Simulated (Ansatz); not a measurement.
# C₂H₅BO, SMILES BCC=O: an atomisation energy

Program: Ansatz 0.2.0, Python API.

Run as a notebook:

**Cell 1**
```python
from collections import Counter

import ansatz
from ase import Atoms

BASIS_SET = "def2-TZVPP"
XC = "pbe"
```

**Cell 2**
```python
def energy_of(molecule, charge=0, unpaired=0):
    calc = (
        molecule.calculation()
        .basis(gaussian=BASIS_SET)
        .functional(XC)
    )
    if charge:
        calc = calc.charge(charge)
    if unpaired:
        calc = calc.spin("collinear", total=unpaired)
    report = calc.run(threads=1, backend="cpu").report
    if report["published_state_doubts"]:
        print("  doubts:", report["published_state_doubts"])
    return report["free_energy_ev"]
```

**Cell 3**
```python
atoms = Atoms(["B", "C", "C", "O", "H", "H", "H", "H", "H"], positions=[
    (-0.2806, 0.9035, -0.8413),
    (0.1756, -0.4673, -0.324),
    (0.1307, -0.5144, 1.1596),
    (-0.8208, -0.5357, 1.7784),
    (-0.3681, 1.1496, -2.0327),
    (-0.6669, 1.812, -0.1024),
    (1.2437, -0.62, -0.6809),
    (-0.4275, -1.2523, -0.7401),
    (1.1023, -0.5217, 1.7664),
])
c2h5bo = ansatz.Crystal.molecule_from_ase(atoms)

# unpaired electrons of the ground-state atoms
unpaired = {"B": 1, "C": 2, "O": 2, "H": 1}
counts = Counter(site.symbol for site in c2h5bo.cartesian_sites)
atom_energy = {s: energy_of(ansatz.Crystal.molecule().atom(s, (0, 0, 0)), 0, unpaired[s]) for s in counts}
whole = energy_of(c2h5bo, 0, 0)
for s, e in atom_energy.items():
    print(f"{s:2s} x{counts[s]}  {e:14.5f} eV")
print(f"C2H5BO: {whole:.5f} eV")
split = sum(counts[s] * e for s, e in atom_energy.items()) - whole
print(f"atomisation energy (no zero-point term): {96.485332 * split:.1f} kJ/mol, {split / sum(counts.values()):.3f} eV an atom")
```
Output:
```text
B  x1      -669.67447 eV
C  x2     -1028.48074 eV
O  x1     -2041.11715 eV
H  x5       -13.59523 eV
C2H5BO: -4872.86078 eV
atomisation energy (no zero-point term): 3582.6 kJ/mol, 4.126 eV an atom
```

3582.6 kJ/mol from the electronic energies, without the zero-point term.

Total energies depend on the basis set; only differences at equal settings carry meaning. The geometry is a force-field or estimated start, not a minimum of this method, and the basis set is short of its limit. All parts are taken at fixed geometry, without zero-point energy. This functional overbinds, so such energies come out a few per cent too high (LDA far more). Wall time of the script: 4.1 s on 1 thread of Arm Neoverse V2 (shared host), peak memory 0.26 GiB.
